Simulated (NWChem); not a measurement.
# One shape, several levels: VNHClF2 (SMILES [NH]=[V]([F])([F])[Cl])

We compute a comparison of 3 runs (HF/STO-3G, HF/3-21G, B3LYP/6-31G*) of VNHClF2. 

The results are computed with NWChem 7.3.0.

## (1) Starting point

VNHClF2: 6 atoms, total charge 0, spin state singlet. As SMILES, `[NH]=[V]([F])([F])[Cl]`. Geometry: relaxed at PBE0-D4/def2-TZVP.

Bond lengths: N1–V2 1.590 Å, V2–F3 1.722 Å, V2–F4 1.722 Å, V2–Cl5 2.144 Å, N1–H6 1.012 Å. Angles: N1–V2–F3 108.3°, N1–V2–F4 108.3°, N1–V2–Cl5 107.1°, F3–V2–F4 111.2°, F3–V2–Cl5 110.9°, F4–V2–Cl5 110.9°, V2–N1–H6 179.6°.

## (2) Energy and forces at HF/STO-3G (run 1)

Contents of clf2hnv.nw:

```
start clf2hnv
title "ClF2HNV"
memory stack 880 mb heap 220 mb global 1100 mb
geometry noautosym nocenter noautoz
  N       -0.811400       0.382400       0.744700
  V        0.294900      -0.231700      -0.217800
  F        1.697600      -0.576300       0.719700
  F       -0.343000      -1.662500      -0.932800
  Cl       0.720300       1.244900      -1.713600
  H       -1.516200       0.779100       1.353800
end
basis spherical bse
  * library STO-3G
end
scf
  thresh 1e-08
  maxiter 80
end
task scf gradient
```

Command:

```
$ nwchem clf2hnv.nw > clf2hnv.out
```

The log of the run:

```text
[...]
  functions       =    43
[...]
  wavefunction    = RHF
[...]
         Total SCF energy =  -1638.356886060366
      One-electron energy =  -3059.340272342255
      Two-electron energy =   1018.845906759267
 Nuclear repulsion energy =    402.137479522622
        Time for solution =      6.0s
[...]
                         RHF ENERGY GRADIENTS
    atom               coordinates                        gradient
                 x          y          z           x          y          z
   1 N      -1.533324   0.722631   1.407279   -0.086244   0.050153   0.073548
   2 V       0.557280  -0.437850  -0.411582    0.045053   0.043559  -0.084257
   3 F       3.207999  -1.089049   1.360036    0.079485  -0.016052   0.061247
   4 F      -0.648176  -3.141669  -1.762736   -0.044844  -0.082243  -0.039437
   5 Cl      1.361170   2.352520  -3.238234   -0.004246   0.009967  -0.001304
   6 H      -2.865203   1.472286   2.558311    0.010796  -0.005384  -0.009796
[...]
```

Wall time 9 s (1 thread of Intel Xeon Platinum 8488C (Sapphire Rapids), shared host); peak memory 0.1 GiB.

## (3) Energy and forces at HF/3-21G (run 2)

Contents of run.py:

```python
from ase import Atoms
from ase.calculators.nwchem import NWChem

atoms = Atoms(['N', 'V', 'F', 'F', 'Cl', 'H'], positions=[
    [-0.811400, 0.382400, 0.744700],
    [0.294900, -0.231700, -0.217800],
    [1.697600, -0.576300, 0.719700],
    [-0.343000, -1.662500, -0.932800],
    [0.720300, 1.244900, -1.713600],
    [-1.516200, 0.779100, 1.353800],
])

calc = NWChem(
    label='sp',
    theory='scf',
    memory='2200 mb',
    basis='3-21G',
    basispar='spherical bse',
    scf={'nopen': '0', 'rhf': None, 'thresh': '1e-08', 'maxiter': '80'},
)
atoms.calc = calc

forces = atoms.get_forces()
print(f"energy = {atoms.get_potential_energy():.6f} eV")
print("forces (eV/A):")
for s, f in zip(atoms.symbols, forces):
    print(f"{s:2s} {f[0]:10.5f} {f[1]:10.5f} {f[2]:10.5f}")
print("dipole (e A):", atoms.get_dipole_moment().round(4))
```

Command:

```
$ export ASE_NWCHEM_COMMAND="nwchem PREFIX.nwi > PREFIX.nwo"
$ python run.py
```

The log of the run:

```text
energy = -44848.696795 eV
forces (eV/A):
N     1.37261   -0.80553   -1.16661
V    -1.37014   -1.28524    2.53598
F    -0.99779    0.24940   -0.64226
F     0.43112    1.01075    0.51504
Cl    0.24821    0.96751   -0.94252
H     0.31599   -0.13689   -0.29958
dipole (e A): [-0.5715  0.1059  0.6359]
```

The calculator wrote sp.nwi:

```
title "sp"

permanent_dir sp

scratch_dir sp

start sp

geometry units angstrom nocenter noautosym noautoz
  N  -8.1140000000000001e-01 3.8240000000000002e-01 7.4470000000000003e-01
  V  2.9490000000000000e-01 -2.3169999999999999e-01 -2.1779999999999999e-01
  F  1.6976000000000000e+00 -5.7630000000000003e-01 7.1970000000000001e-01
  F  -3.4300000000000003e-01 -1.6625000000000001e+00 -9.3279999999999996e-01
  Cl 7.2030000000000005e-01 1.2448999999999999e+00 -1.7136000000000000e+00
  H  -1.5162000000000000e+00 7.7910000000000001e-01 1.3537999999999999e+00
end

memory 2200 mb

basis spherical bse noprint
   * library 3-21G
end

scf
  nopen 0
  rhf
  thresh 1e-08
  maxiter 80
end

task scf gradient
```

sp.nwo:

```text
Northwest Computational Chemistry Package (NWChem) 7.3.0
             --------------------------------------------------------

           Job information
           ---------------

    nwchem branch   = 7.3.0
    use scalapack   = T
    input           = sp.nwi
    prefix          = sp.
    data base       = sp/sp.db
    status          = startup
    nproc           =        1

           Memory information
           ------------------

[... 5 lines left out ...]
    hardfail = no
[... 134 lines left out ...]
         Quadratically convergent ROHF
[... 14 lines left out ...]
       Final RHF  results
[... 4 lines left out ...]
      Two-electron energy =   1020.061690232897
[... 52 lines left out ...]
                       ROHF Final Molecular Orbital Analysis
[... 286 lines left out ...]
                 ----------------------------------------
                 |  Time  |  1-e(secs)   |  2-e(secs)   |
                 ----------------------------------------
                 |  CPU   |       0.00   |       2.36   |
                 ----------------------------------------
                 |  WALL  |       0.00   |       2.36   |
                 ----------------------------------------

 Task  times  cpu:       15.2s     wall:       15.2s
 Total times  cpu:       15.2s     wall:       15.2s
```

Wall time 17 s (1 thread of Intel Xeon Platinum 8488C (Sapphire Rapids), shared host); peak memory 0.1 GiB.

## (4) Energy and forces at B3LYP/6-31G(d) (Cartesian functions) (run 3)

Contents of calc.nw:

```
start calc
memory 2200 mb
charge 0

geometry units angstrom noautosym nocenter noautoz
 N       -0.811400       0.382400       0.744700
 V        0.294900      -0.231700      -0.217800
 F        1.697600      -0.576300       0.719700
 F       -0.343000      -1.662500      -0.932800
 Cl       0.720300       1.244900      -1.713600
 H       -1.516200       0.779100       1.353800
end

basis
 * library 6-31G*
end

dft
 xc b3lyp
 grid fine
 convergence energy 1e-08
 iterations 100
 mulliken
end

task dft gradient
```

Command:

```
$ nwchem calc.nw > calc.out
```

The log of the run:

```text
[...]
          Wavefunction type:  closed shell.
          No. of atoms     :     6
          No. of electrons :    66
[...]
          Charge           :     0
          Spin multiplicity:     1
[...]
          AO basis - number of functions:   105
[...]
              XC Information
              --------------
                         B3LYP Method XC Potential
                     Hartree-Fock (Exact) Exchange  0.200
                        Slater Exchange Functional  0.800 local
                    Becke 1988 Exchange Functional  0.720 non-local
              Lee-Yang-Parr Correlation Functional  0.810
                  VWN I RPA Correlation Functional  0.190 local
[...]
 d= 0,ls=0.0,diis     1  -1658.4170375760 -2.06D+03  9.44D-02  8.19D+00     3.9
[...]
 d= 0,ls=0.5,diis    37  -1659.3487286641 -8.52D-09  1.37D-06  2.58D-08   102.9
         Total DFT energy =    -1659.348728668429
      One electron energy =    -3085.119817044442
           Coulomb energy =     1125.331430474438
    Exchange-Corr. energy =     -101.697821621046
 Nuclear repulsion energy =      402.137479522622
[...]
  wavefunction    = closed shell
                         DFT ENERGY GRADIENTS
    atom               coordinates                        gradient
                 x          y          z           x          y          z
   1 N      -1.533324   0.722631   1.407279    0.008083  -0.004534  -0.006993
   2 V       0.557280  -0.437850  -0.411582   -0.007692   0.009377   0.003355
   3 F       3.207999  -1.089049   1.360036   -0.001208   0.001071  -0.000264
   4 F      -0.648176  -3.141669  -1.762736   -0.000336   0.001521   0.000440
   5 Cl      1.361170   2.352520  -3.238234   -0.001954  -0.005765   0.006204
   6 H      -2.865203   1.472286   2.558311    0.003108  -0.001670  -0.002743
[...]
```

It took 2.1 min on 1 thread of Intel Xeon Platinum 8488C (Sapphire Rapids), shared host; peak memory 0.14 GiB.

## (5) The series

| run | level | Cartesian functions | iteration cap | energy (Eh) | dipole moment (D) | HOMO energy (eV) | LUMO energy (eV) | wall time |
| --- | --- | --- | --- | --- | --- | --- | --- | --- |
| 1 | HF/STO-3G | no | 80 | -1638.356886 | 2.35 | -9.42 | 5.53 | 9 s |
| 2 | HF/3-21G | no | 80 | -1648.159221 | 4.14 | -12.39 | 0.01 | 17 s |
| 3 | B3LYP/6-31G* (Cartesian functions) | yes | 100 | -1659.348729 | 2.43 | -8.62 | -3.45 | 2.1 min |

## (6) Outcome

```
                       quantity           value
            run 3: total energy  -1659.34873 Eh
           run 3: dipole moment          2.43 D
             run 3: HOMO energy        -8.62 eV
             run 3: LUMO energy        -3.45 eV
           run 3: HOMO–LUMO gap         5.17 eV
run 3: largest force on an atom      0.647 eV/Å
```

What this shows: The dipole moment (its size) runs from 2.35 D (HF/STO-3G) to 4.14 D (HF/3-21G). The HOMO–LUMO gap runs from 5.17 eV (B3LYP/6-31G*) to 14.96 eV (HF/STO-3G). The two ends differ in method and basis. In run 1 the basis is minimal, so the values are rough. All runs together took 2.5 min, the longest 2.1 min.
